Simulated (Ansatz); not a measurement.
# CH₂AlFO: single points with varied inputs

Aim: run CH₂AlFO under a spread of inputs, and see what each costs and gives.

Computed with Ansatz 0.2.0, Gaussian basis. Level: the settings change from run to run.

## (1) The molecule

The structure was relaxed beforehand with PBE0-D4 in a triple-zeta def2 set.

SMILES `[F][Al]1[CH2][O]1`, 6 atoms, charge 0, spin multiplicity 1.

Atoms are counted from 1 here; the program's logs count them from 0.

Bond lengths: F1–Al2 1.634 Å, Al2–C3 1.867 Å, Al2–O4 1.690 Å, C3–O4 1.507 Å, C3–H5 1.090 Å, C3–H6 1.090 Å. Angles: F1–Al2–C3 168.9°, F1–Al2–O4 141.3°, C3–Al2–O4 49.8°, Al2–C3–O4 58.9°, Al2–C3–H5 123.7°, Al2–C3–H6 123.7°, O4–C3–H5 112.4°, O4–C3–H6 112.4°, H5–C3–H6 111.1°, Al2–O4–C3 71.2°.

Coordinates:

```xyz
6

F    -0.3918   -2.5907    0.6346
Al   -0.1903   -1.0245    0.2159
C     0.3320    0.7484   -0.0497
O    -0.8977    0.1911   -0.7203
H     1.0932    1.0537   -0.7673
H     0.0967    1.5581    0.6406
```

## (2) SVWN5/6-31G

Options: a point charge of 0.50 e beside it, relativity set to none.

Input file in.yaml:

```yaml
crystal:
  periodic: [false, false, false]
  atoms:
    - {symbol: F, position_ang: [-0.391796, -2.590736, 0.634582]}
    - {symbol: Al, position_ang: [-0.190299, -1.024519, 0.215913]}
    - {symbol: C, position_ang: [0.331959, 0.748363, -0.049716]}
    - {symbol: O, position_ang: [-0.897659, 0.191062, -0.720311]}
    - {symbol: H, position_ang: [1.093151, 1.053655, -0.767309]}
    - {symbol: H, position_ang: [0.096743, 1.558074, 0.640641]}
basis:
  gaussian: {orbitals: 6-31G, point_charges: [{charge: 0.50, position_ang: [4.856, 0.964, 0.063]}]}
hamiltonian: {xc: {name: SVWN5}, pseudopotentials: {relativity: none}}
output: {forces: true}
```

Command:

```console
$ ansatz run in.yaml --threads 2 --pin off --events-out ev --progress --plain --max-ram 4352MiB
```

What it wrote:

```text
Functional definition: SVWN5
  name "SVWN5"
  cite "Dirac, Proc. Camb. Phil. Soc. 26, 376 (1930) doi:10.1017/S0305004100016108"
  cite "Slater, Phys. Rev. 81, 385 (1951) doi:10.1103/PhysRev.81.385"
  cite "Vosko, Wilk & Nusair, Can. J. Phys. 58, 1200 (1980) doi:10.1139/p80-159"
  exchange = slater_x
  correlation = vwn5_c
485 factors; integrals over basis functions are off by at most 2.2e-4 eV
mean field evaluation 1: about -12347.0792 eV, gradient 6.9e1 eV
mean field evaluation 2: about -12240.5332 eV, gradient 2.0e2 eV
mean field evaluation 4: about -12357.4687 eV, gradient 1.5e1 eV
mean field evaluation 8: about -12357.8791 eV, gradient 7.7e-1 eV
mean field evaluation 16: about -12357.8691 eV, gradient 7.2e-5 eV
mean field -12357.86912922 eV, -454.1433140344 hartree, gradient 7.2e-5 eV, S^2 0.000000; 0 other end points of the search recorded, 0 dependent functions left out
the calculation of the forces begins
reference -12357.86916936 eV, -454.1433155094 hartree; 19, 19 occupied and 25, 25 virtual orbitals, 485 factors
Total energy: -12357.86916936 eV, -454.1433155094 hartree
Atom 0 at    -0.391796    -2.590736     0.634582 Å, force    -0.236096    -1.717238     0.420778 eV/Å
Atom 1 at    -0.190299    -1.024519     0.215913 Å, force     0.798358    -0.445524     0.823724 eV/Å
Atom 2 at     0.331959     0.748363    -0.049716 Å, force     0.703555     0.828124     0.198672 eV/Å
Atom 3 at    -0.897659     0.191062    -0.720311 Å, force    -1.567259     0.981330    -1.499334 eV/Å
Atom 4 at     1.093151     1.053655    -0.767309 Å, force     0.322500     0.101264    -0.260967 eV/Å
Atom 5 at     0.096743     1.558074     0.640641 Å, force    -0.033930     0.245010     0.314506 eV/Å
Dipole moment:     0.252729    -0.007669     0.232464 e Å
```

It took 0.45 s on 2 threads of Arm Neoverse V2, shared host.

Largest force 2.381 eV/Å, dipole 1.65 D.

## (3) wB97/aug-cc-pVTZ

Options: charge -1, multiplicity 2, restricted open-shell orbitals.

in.yaml, as its differences from that of step 2:

```diff
@@ -10,4 +10,6 @@
 basis:
-  gaussian: {orbitals: 6-31G, point_charges: [{charge: 0.50, position_ang: [4.856, 0.964, 0.063]}]}
-hamiltonian: {xc: {name: SVWN5}, pseudopotentials: {relativity: none}}
+  gaussian: {orbitals: aug-cc-pVTZ}
+total_charge: -1
+magnetization: {spin_polarized: false, initial_magnetization: 1}
+hamiltonian: {xc: {name: wB97}}
 output: {forces: true}
```

The command is unchanged.

What it wrote, shortened:

```text
Functional definition: wB97
  name "wB97"
  cite "Chai & Head-Gordon, J. Chem. Phys. 128, 084106 (2008) doi:10.1063/1.2834918"
  cite "Becke, J. Chem. Phys. 107, 8554 (1997) doi:10.1063/1.475007"
[...]
  # The coefficients of nought are those of the uniform gas.
[...]
      + integral(e_c_pw_opposite_spin*poly(b97_u_opposite, 1, cos1, cos2, cos3, cos4))
1102 factors; their error is unknown
484 factors; integrals over basis functions are off by at most 4.1e-5 eV
[...]
mean field -12432.69125106 eV, -456.8929762955 hartree, gradient 1.1e-5 eV, S^2 0.750000; 6 other end points of the search recorded, 0 dependent functions left out
[...]
reference -12432.69125578 eV, -456.8929764692 hartree; 20, 19 occupied and 214, 215 virtual orbitals, 1102 factors
Total energy: -12432.69125578 eV, -456.8929764692 hartree
Atom 0 at    -0.391796    -2.590736     0.634582 Å, force    -0.433758    -1.647457     0.283598 eV/Å
Atom 1 at    -0.190299    -1.024519     0.215913 Å, force     0.822394    -0.226289     0.662535 eV/Å
Atom 2 at     0.331959     0.748363    -0.049716 Å, force     0.038914     0.617324    -0.193833 eV/Å
Atom 3 at    -0.897659     0.191062    -0.720311 Å, force    -0.324152     1.023422    -0.595801 eV/Å
Atom 4 at     1.093151     1.053655    -0.767309 Å, force    -0.000838     0.090718    -0.149882 eV/Å
Atom 5 at     0.096743     1.558074     0.640641 Å, force    -0.102560     0.142282    -0.006618 eV/Å
Dipole moment:    -0.044570     0.393581    -0.172352 e Å
```

Wall time 40 s (2 threads of Arm Neoverse V2, shared host); peak memory 0.93 GiB.

Largest force 1.727 eV/Å.

## (4) SPW92/aug-cc-pVDZ

Set apart from the defaults: charge -1, multiplicity 2, restricted open-shell orbitals, high accuracy, the search for lower states set to light.

in.yaml, as its differences from that of step 3:

```diff
@@ -10,6 +10,8 @@
 basis:
-  gaussian: {orbitals: aug-cc-pVTZ}
+  gaussian: {orbitals: aug-cc-pVDZ}
 total_charge: -1
 magnetization: {spin_polarized: false, initial_magnetization: 1}
-hamiltonian: {xc: {name: wB97}}
+hamiltonian: {xc: {name: SPW92}}
+accuracy: high
+scf: {lower_state_search: light}
 output: {forces: true}
```

The command is unchanged.

What it wrote, shortened:

```text
Functional definition: SPW92
  name "SPW92"
  cite "Dirac, Proc. Camb. Phil. Soc. 26, 376 (1930) doi:10.1017/S0305004100016108"
  cite "Slater, Phys. Rev. 81, 385 (1951) doi:10.1103/PhysRev.81.385"
  cite "Perdew & Wang, Phys. Rev. B 45, 13244 (1992) doi:10.1103/PhysRevB.45.13244"
[...]
2207 factors; integrals over basis functions are off by at most 3.4e-9 eV
[...]
mean field -12361.79657456 eV, -454.2876449885 hartree, gradient 5.9e-8 eV, S^2 0.750000; 9 other end points of the search recorded, 0 dependent functions left out
[...]
reference -12361.79657871 eV, -454.2876451408 hartree; 20, 19 occupied and 94, 95 virtual orbitals, 2207 factors
Total energy: -12361.79657871 eV, -454.2876451408 hartree
Atom 0 at    -0.391796    -2.590736     0.634582 Å, force    -0.386517    -2.025322     0.452310 eV/Å
Atom 1 at    -0.190299    -1.024519     0.215913 Å, force     0.872464    -0.675952     0.859395 eV/Å
Atom 2 at     0.331959     0.748363    -0.049716 Å, force    -0.311056     0.426274    -0.373148 eV/Å
Atom 3 at    -0.897659     0.191062    -0.720311 Å, force    -0.453729     1.517463    -0.864633 eV/Å
Atom 4 at     1.093151     1.053655    -0.767309 Å, force     0.497812     0.197314    -0.543190 eV/Å
Atom 5 at     0.096743     1.558074     0.640641 Å, force    -0.218975     0.560224     0.469265 eV/Å
Dipole moment:     0.070385     0.339475    -0.071766 e Å
```

Run time: 7.5 s. Hardware: 2 threads of Arm Neoverse V2, shared host; peak memory 0.4 GiB.

Largest force 2.111 eV/Å.

## (5) PBEsol/def2-mTZVPP

Set apart from the defaults: unrestricted orbitals, a grid of angular degree 47, D3(BJ) dispersion.

in.yaml, as its differences from that of step 4:

```diff
@@ -10,8 +10,5 @@
 basis:
-  gaussian: {orbitals: aug-cc-pVDZ}
-total_charge: -1
-magnetization: {spin_polarized: false, initial_magnetization: 1}
-hamiltonian: {xc: {name: SPW92}}
-accuracy: high
-scf: {lower_state_search: light}
+  gaussian: {orbitals: def2-mTZVPP, final_grid: {core_spheres: 20, valence_spheres: 16, degree: 47}}
+magnetization: {spin_polarized: true, initial_magnetization: 0}
+hamiltonian: {xc: {name: PBEsol}, dispersion: d3bj}
 output: {forces: true}
```

Launched as before.

What it wrote, shortened:

```text
Functional definition: PBEsol
  name "PBEsol"
  cite "Perdew et al., Phys. Rev. Lett. 100, 136406 (2008) doi:10.1103/PhysRevLett.100.136406"
  cite "Perdew, Burke & Ernzerhof, Phys. Rev. Lett. 77, 3865 (1996) doi:10.1103/PhysRevLett.77.3865"
  parent pbesol
[...]
834 factors; their error is unknown
[...]
mean field -12391.57586283 eV, -455.3820136472 hartree, gradient 1.2e-5 eV, S^2 0.000000; 0 other end points of the search recorded, 0 dependent functions left out
[...]
reference -12391.57589994 eV, -455.3820150109 hartree; 19, 19 occupied and 80, 80 virtual orbitals, 834 factors
Total energy: -12391.60589314 eV, -455.3831172406 hartree
Atom 0 at    -0.391796    -2.590736     0.634582 Å, force    -0.090549    -0.568035     0.139437 eV/Å
Atom 1 at    -0.190299    -1.024519     0.215913 Å, force     0.266992    -0.085096     0.219397 eV/Å
Atom 2 at     0.331959     0.748363    -0.049716 Å, force     0.100659     0.007956     0.068107 eV/Å
Atom 3 at    -0.897659     0.191062    -0.720311 Å, force    -0.481891     0.277015    -0.440102 eV/Å
Atom 4 at     1.093151     1.053655    -0.767309 Å, force     0.289236     0.089470    -0.257226 eV/Å
Atom 5 at     0.096743     1.558074     0.640641 Å, force    -0.084447     0.278689     0.270388 eV/Å
Dipole moment:     0.258595    -0.045156     0.199189 e Å
```

It took 2.5 s on 2 threads of Arm Neoverse V2, shared host.

Largest force 0.709 eV/Å, dipole 1.58 D, ⟨S²⟩ 0.000.

## (6) wB97X/aug-pcseg-2

in.yaml, as its differences from that of step 5:

```diff
@@ -10,5 +10,4 @@
 basis:
-  gaussian: {orbitals: def2-mTZVPP, final_grid: {core_spheres: 20, valence_spheres: 16, degree: 47}}
-magnetization: {spin_polarized: true, initial_magnetization: 0}
-hamiltonian: {xc: {name: PBEsol}, dispersion: d3bj}
+  gaussian: {orbitals: aug-pcseg-2}
+hamiltonian: {xc: {name: wB97X}}
 output: {forces: true}
```

The command is unchanged.

What it wrote, shortened:

```text
Functional definition: wB97X
  name "wB97X"
  cite "Chai & Head-Gordon, J. Chem. Phys. 128, 084106 (2008) doi:10.1063/1.2834918"
  cite "Becke, J. Chem. Phys. 107, 8554 (1997) doi:10.1063/1.475007"
[...]
  # The coefficients of nought are those of the uniform gas.
[...]
      + exact_x_lr(omega)
[...]
      + integral(e_c_pw_opposite_spin*poly(b97_u_opposite, 1, cos1, cos2, cos3, cos4))
1033 factors; their error is unknown
424 factors; integrals over basis functions are off by at most 2.9e-5 eV
[...]
mean field -12432.74497918 eV, -456.8949507677 hartree, gradient 5.3e-5 eV, S^2 0.000000; 0 other end points of the search recorded, 0 dependent functions left out
[...]
reference -12432.74492412 eV, -456.8949487442 hartree; 19, 19 occupied and 215, 215 virtual orbitals, 1033 factors
Total energy: -12432.74492412 eV, -456.8949487442 hartree
Atom 0 at    -0.391796    -2.590736     0.634582 Å, force     0.010975    -0.042992     0.023138 eV/Å
Atom 1 at    -0.190299    -1.024519     0.215913 Å, force    -0.005013     0.222320    -0.083268 eV/Å
Atom 2 at     0.331959     0.748363    -0.049716 Å, force     0.071807    -0.080055     0.079215 eV/Å
Atom 3 at    -0.897659     0.191062    -0.720311 Å, force     0.006069    -0.022277     0.012524 eV/Å
Atom 4 at     1.093151     1.053655    -0.767309 Å, force    -0.088125    -0.015129     0.049706 eV/Å
Atom 5 at     0.096743     1.558074     0.640641 Å, force     0.004287    -0.061866    -0.081316 eV/Å
Dipole moment:     0.294625    -0.092986     0.241828 e Å
```

Wall time 10 s (2 threads of Arm Neoverse V2, shared host); peak memory 0.72 GiB.

Largest force 0.237 eV/Å, dipole 1.88 D.

## (7) BHLYP/6-31G*

Options: D3(BJ) with three-body dispersion, the search for lower states set to off.

in.yaml, as its differences from that of step 6:

```diff
@@ -10,4 +10,5 @@
 basis:
-  gaussian: {orbitals: aug-pcseg-2}
-hamiltonian: {xc: {name: wB97X}}
+  gaussian: {orbitals: "6-31G*"}
+hamiltonian: {xc: {name: BHLYP}, dispersion: d3bjatm}
+scf: {lower_state_search: off}
 output: {forces: true}
```

The command is unchanged.

What it wrote, shortened:

```text
Functional definition: BHLYP
  name "BHLYP"
  cite "Becke, J. Chem. Phys. 98, 1372 (1993) doi:10.1063/1.464304"
  cite "Becke, Phys. Rev. A 38, 3098 (1988) doi:10.1103/PhysRevA.38.3098"
  cite "Lee, Yang & Parr, Phys. Rev. B 37, 785 (1988) doi:10.1103/PhysRevB.37.785"
[...]
625 factors; integrals over basis functions are off by at most 5.4e-4 eV
[...]
mean field -12427.99253259 eV, -456.7203015768 hartree, gradient 3.6e-6 eV, S^2 0.000000; 0 other end points of the search recorded, 0 dependent functions left out
[...]
reference -12427.99268490 eV, -456.7203071742 hartree; 19, 19 occupied and 49, 49 virtual orbitals, 625 factors
Total energy: -12428.11287054 eV, -456.7247239148 hartree
Atom 0 at    -0.391796    -2.590736     0.634582 Å, force     0.025389     0.266345    -0.077515 eV/Å
Atom 1 at    -0.190299    -1.024519     0.215913 Å, force    -0.068786    -0.344132     0.074571 eV/Å
Atom 2 at     0.331959     0.748363    -0.049716 Å, force     0.026853     0.213704    -0.057867 eV/Å
Atom 3 at    -0.897659     0.191062    -0.720311 Å, force     0.174845     0.066802     0.100074 eV/Å
Atom 4 at     1.093151     1.053655    -0.767309 Å, force    -0.198628    -0.040902     0.149423 eV/Å
Atom 5 at     0.096743     1.558074     0.640641 Å, force     0.040326    -0.161817    -0.188686 eV/Å
Dipole moment:     0.312612    -0.082579     0.250829 e Å
Checks for a lower state left out: stability, starts, cluster_reference, orbital_swaps, neighbouring_geometries, increment
```

Run time: 0.7 s. Hardware: 2 threads of Arm Neoverse V2, shared host.

Largest force 0.359 eV/Å, dipole 1.97 D.

## (8) revPBE0/def2-TZVPP

Set apart from the defaults: a grid of angular degree 11, high accuracy.

in.yaml, as its differences from that of step 7:

```diff
@@ -10,5 +10,5 @@
 basis:
-  gaussian: {orbitals: "6-31G*"}
-hamiltonian: {xc: {name: BHLYP}, dispersion: d3bjatm}
-scf: {lower_state_search: off}
+  gaussian: {orbitals: def2-TZVPP, final_grid: {core_spheres: 5, valence_spheres: 4, degree: 11}}
+hamiltonian: {xc: {name: revPBE0}}
+accuracy: high
 output: {forces: true}
```

The command is unchanged.

What it wrote, shortened:

```text
Functional definition: revPBE0
  name "revPBE0"
  cite "Zhang & Yang, Phys. Rev. Lett. 80, 890 (1998) doi:10.1103/PhysRevLett.80.890"
  cite "Adamo & Barone, J. Chem. Phys. 110, 6158 (1999) doi:10.1063/1.478522"
  cite "Perdew, Burke & Ernzerhof, Phys. Rev. Lett. 77, 3865 (1996) doi:10.1103/PhysRevLett.77.3865"
[...]
2747 factors; integrals over basis functions are off by at most 5.6e-9 eV
[...]
mean field -12429.84460482 eV, -456.7883639759 hartree, gradient 4.7e-8 eV, S^2 0.000000; 0 other end points of the search recorded, 0 dependent functions left out
[...]
reference -12429.84460915 eV, -456.7883641349 hartree; 19, 19 occupied and 144, 144 virtual orbitals, 2747 factors
Total energy: -12429.84460915 eV, -456.7883641349 hartree
Atom 0 at    -0.391796    -2.590736     0.634582 Å, force    -0.023045    -0.119091     0.026344 eV/Å
Atom 1 at    -0.190299    -1.024519     0.215913 Å, force     0.087104     0.051567     0.043111 eV/Å
Atom 2 at     0.331959     0.748363    -0.049716 Å, force     0.097897     0.048497     0.051614 eV/Å
Atom 3 at    -0.897659     0.191062    -0.720311 Å, force    -0.180125     0.020915    -0.134747 eV/Å
Atom 4 at     1.093151     1.053655    -0.767309 Å, force     0.016086    -0.004499    -0.002845 eV/Å
Atom 5 at     0.096743     1.558074     0.640641 Å, force     0.002083     0.002610     0.016522 eV/Å
Dipole moment:     0.268036    -0.086986     0.220859 e Å
```

Run time: 6.5 s. Hardware: 2 threads of Arm Neoverse V2, shared host; peak memory 0.63 GiB.

Largest force 0.226 eV/Å, dipole 1.72 D.

## (9) PBE/cc-pVTZ

in.yaml, as its differences from that of step 8:

```diff
@@ -10,5 +10,4 @@
 basis:
-  gaussian: {orbitals: def2-TZVPP, final_grid: {core_spheres: 5, valence_spheres: 4, degree: 11}}
-hamiltonian: {xc: {name: revPBE0}}
-accuracy: high
+  gaussian: {orbitals: cc-pVTZ}
+hamiltonian: {xc: {name: PBE}}
 output: {forces: true}
```

Launched as before.

What it wrote, shortened:

```text
Functional definition: PBE
  name "PBE"
  cite "Perdew, Burke & Ernzerhof, Phys. Rev. Lett. 77, 3865 (1996) doi:10.1103/PhysRevLett.77.3865"
  parent pbe
[...]
870 factors; their error is unknown
[...]
mean field -12424.01179442 eV, -456.5740121474 hartree, gradient 1.4e-5 eV, S^2 0.000000; 0 other end points of the search recorded, 0 dependent functions left out
[...]
reference -12424.01183726 eV, -456.5740137216 hartree; 19, 19 occupied and 133, 133 virtual orbitals, 870 factors
Total energy: -12424.01183726 eV, -456.5740137216 hartree
Atom 0 at    -0.391796    -2.590736     0.634582 Å, force    -0.129098    -0.869702     0.220262 eV/Å
Atom 1 at    -0.190299    -1.024519     0.215913 Å, force     0.369759     0.005860     0.259533 eV/Å
Atom 2 at     0.331959     0.748363    -0.049716 Å, force     0.327896     0.275147     0.133189 eV/Å
Atom 3 at    -0.897659     0.191062    -0.720311 Å, force    -0.731606     0.339696    -0.639306 eV/Å
Atom 4 at     1.093151     1.053655    -0.767309 Å, force     0.188725     0.070209    -0.138114 eV/Å
Atom 5 at     0.096743     1.558074     0.640641 Å, force    -0.025677     0.178790     0.164436 eV/Å
Dipole moment:     0.243268    -0.061099     0.194054 e Å
```

It took 1.4 s on 2 threads of Arm Neoverse V2, shared host.

Largest force 1.029 eV/Å, dipole 1.52 D.

## (10) PBE0-DH/def2-TZVP

This run has density fitting with def2-universal-jkfit, a point charge of 0.50 e beside it.

in.yaml, as its differences from that of step 9:

```diff
@@ -10,4 +10,4 @@
 basis:
-  gaussian: {orbitals: cc-pVTZ}
-hamiltonian: {xc: {name: PBE}}
+  gaussian: {orbitals: def2-TZVP, fitting: {mean_field: def2-universal-jkfit}, point_charges: [{charge: 0.50, position_ang: [4.499, 0.735, 0.236]}]}
+hamiltonian: {xc: {name: PBE0-DH}}
 output: {forces: true}
```

Same command.

What it wrote, shortened:

```text
Functional definition: PBE0-DH
  name "PBE0-DH"
  cite "Brémond & Adamo, J. Chem. Phys. 135, 024106 (2011) doi:10.1063/1.3604569"
  cite "Perdew, Burke & Ernzerhof, Phys. Rev. Lett. 77, 3865 (1996) doi:10.1103/PhysRevLett.77.3865"
[...]
393 factors; integrals over basis functions are off by at most 1.6e0 eV
[...]
mean field -12421.17906790 eV, -456.4699113677 hartree, gradient 1.9e-6 eV, S^2 0.000000; 0 other end points of the search recorded, 0 dependent functions left out
8 core orbitals not correlated: weight in the atoms' cores, before any rotation towards them, 1.000 or more for the frozen orbitals, at most 0.000 for the correlated occupied ones
reference -12421.17908817 eV, -456.4699121128 hartree; 11, 11 occupied and 123, 123 virtual orbitals, 393 factors
second order -23.91466484 eV of doubles, -0.00000000 eV of singles
[...]
Total energy: -12424.16842128 eV, -456.5797680782 hartree
Atom 0 at    -0.391796    -2.590736     0.634582 Å, force     0.132941     0.334137    -0.060245 eV/Å
Atom 1 at    -0.190299    -1.024519     0.215913 Å, force    -0.396050    -0.290385    -0.043740 eV/Å
Atom 2 at     0.331959     0.748363    -0.049716 Å, force    -0.086705    -0.022748    -0.069839 eV/Å
Atom 3 at    -0.897659     0.191062    -0.720311 Å, force     0.468888     0.027805     0.269424 eV/Å
Atom 4 at     1.093151     1.053655    -0.767309 Å, force    -0.126631     0.029865    -0.010793 eV/Å
Atom 5 at     0.096743     1.558074     0.640641 Å, force     0.016541    -0.091148    -0.090296 eV/Å
Dipole moment:     0.177839    -0.118337     0.234425 e Å
```

Run time: 3.8 s. Hardware: 2 threads of Arm Neoverse V2, shared host.

Largest force 0.541 eV/Å, dipole 1.52 D.

## (11) All runs side by side

```
             level  charge  multiplicity               geometry  functions  energy (eV)    time
       SVWN5/6-31G       0             1  relaxed, point charge         44   -12357.869  0.45 s
  wB97/aug-cc-pVTZ      -1             2                relaxed        234   -12432.691    40 s
 SPW92/aug-cc-pVDZ      -1             2                relaxed        114   -12361.797   7.5 s
PBEsol/def2-mTZVPP       0             1                relaxed         99   -12391.606   2.5 s
 wB97X/aug-pcseg-2       0             1                relaxed        234   -12432.745    10 s
      BHLYP/6-31G*       0             1                relaxed         68   -12428.113   0.7 s
revPBE0/def2-TZVPP       0             1                relaxed        163   -12429.845   6.5 s
       PBE/cc-pVTZ       0             1                relaxed        152   -12424.012   1.4 s
 PBE0-DH/def2-TZVP       0             1  relaxed, point charge        142   -12424.168   3.8 s
```

## (12) Outcome

| quantity | value |
| --- | --- |
| runs | 9 |
| quickest | SVWN5/6-31G, 0.45 s |
| slowest | wB97/aug-cc-pVTZ, 40 s |
| spread of total energies, same state and geometry | 41.1 eV |
| dipole, same state and geometry | 1.52 to 1.97 D |

In words: wB97/aug-cc-pVTZ took 88 times as long as SVWN5/6-31G. The jobs differ in tasks and options as well as level. Total energies at one charge and spin differ by 41 eV between levels, so only differences within one level mean anything. At the PBE0-D4/def2-TZVP geometry and in the same state, runs without warnings or point charges leave forces up to 1.03 eV/Å (PBE/cc-pVTZ). At that geometry and state the dipole changes by 29 % between the lowest and highest value.
